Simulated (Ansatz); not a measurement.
# NHBr (quartet): the correlation ladder at distance Br1–H2 along a hydrogen transfer = 1.472 Å, cc-pVTZ

How much of the correlation energy of NHBr (quartet) does each wave-function method recover here?

Computed with Ansatz 0.2.0, Gaussian basis. Level: cc-pVTZ, core rule «outside noble gas», up to 15 orbitals frozen.

Plan: UHF; CCSD(T) on ROHF; CCSD(T) on UHF; BCCD(T) on ROHF; CCSDT(Q) on ROHF; CCSDT(Q) on UHF; CASSCF and MRCISD+Q, 5 electrons in 5 orbitals; CASSCF and NEVPT2, 5 electrons in 5 orbitals; CASSCF and MRCISD+Q, 13 electrons in 9 orbitals; CASSCF and NEVPT2, 13 electrons in 9 orbitals.

## (1) The system

The geometry derives from fragments relaxed apart (PBE0/def2-TZVP) and kept rigid, so it is no stationary point. A hydrogen atom is moved between rigid fragments. No spin-orbit coupling is included. The filled d shell of Br may be among the frozen orbitals whatever the setting's name suggests; the logs give the count.

3 atoms, charge 0, spin multiplicity 4.

Atoms are counted from 1 here; the program's logs count them from 0.

Bond lengths: Br1–H2 1.472 Å.

## (2) UHF

The input, in.yaml:

```yaml
crystal:
  periodic: [false, false, false]
  atoms:
    - {symbol: Br, position_ang: [0.000000, 0.000000, -1.430000]}
    - {symbol: H, position_ang: [0.000000, 0.000000, 0.042000]}
    - {symbol: N, position_ang: [0.000000, 0.000000, 1.388000]}
basis:
  gaussian: {orbitals: cc-pVTZ}
magnetization: {spin_polarized: true, initial_magnetization: 3}
hamiltonian: {xc: hf}
output: {orbitals: {seedname: orbitals}}
```

Started as:

```bash
> ansatz run in.yaml --threads 1 --pin off --events-out ev --progress --plain --max-ram 2816MiB --backend cpu
```

Further steps of the session: CCSD(T) on ROHF; CCSD(T) on UHF; BCCD(T) on ROHF; CCSDT(Q) on ROHF; CCSDT(Q) on UHF; CASSCF and MRCISD+Q, 5 electrons in 5 orbitals; CASSCF and NEVPT2, 5 electrons in 5 orbitals; CASSCF and MRCISD+Q, 13 electrons in 9 orbitals; CASSCF and NEVPT2, 13 electrons in 9 orbitals.

**Question.** What will the summary of the whole plan be? Wanted: UCCSDT(Q) below the RHF energy; RMP2 from UCCSDT(Q); UMP2 from UCCSDT(Q); RCCSD from UCCSDT(Q); RCCSD(T) from UCCSDT(Q); UCCSD(T) from UCCSDT(Q); RCCSDT(Q) from UCCSDT(Q); NEVPT2 pair from UCCSDT(Q); MRCISD+Q pair from UCCSDT(Q).

The runs gave:

| quantity | value |
| --- | --- |
| UCCSDT(Q) below the RHF energy | -9.1966 eV |
| RMP2 from UCCSDT(Q) | +125.0 kJ/mol |
| UMP2 from UCCSDT(Q) | +122.3 kJ/mol |
| RCCSD from UCCSDT(Q) | +33.6 kJ/mol |
| RCCSD(T) from UCCSDT(Q) | +4.3 kJ/mol |
| UCCSD(T) from UCCSDT(Q) | +4.0 kJ/mol |
| RCCSDT(Q) from UCCSDT(Q) | +0.4 kJ/mol |
| NEVPT2 pair from UCCSDT(Q) | +121.4 kJ/mol |
| MRCISD+Q pair from UCCSDT(Q) | +16.5 kJ/mol |
| NEVPT2 valence from UCCSDT(Q) | +166.9 kJ/mol |
| levels within 1 kcal/mol (43 meV) | UCCSD(T), RCCSDT, UCCSDT, RCCSDT(Q) |
| T1 diagnostic | 0.027 |
| effectively unpaired electrons | 3.01 |

**Reading.** RCCSD(T) misses by +4.3 kJ/mol, 0.5 % of the correlation energy. One determinant dominates. Of the multireference levels listed MRCISD+Q valence comes nearest in total energy (+14.3 kJ/mol), which doesn't show that its space is the better one. These misses are within one basis, not against nature; the frozen cores of restricted and unrestricted runs differ, which can shift their rows.
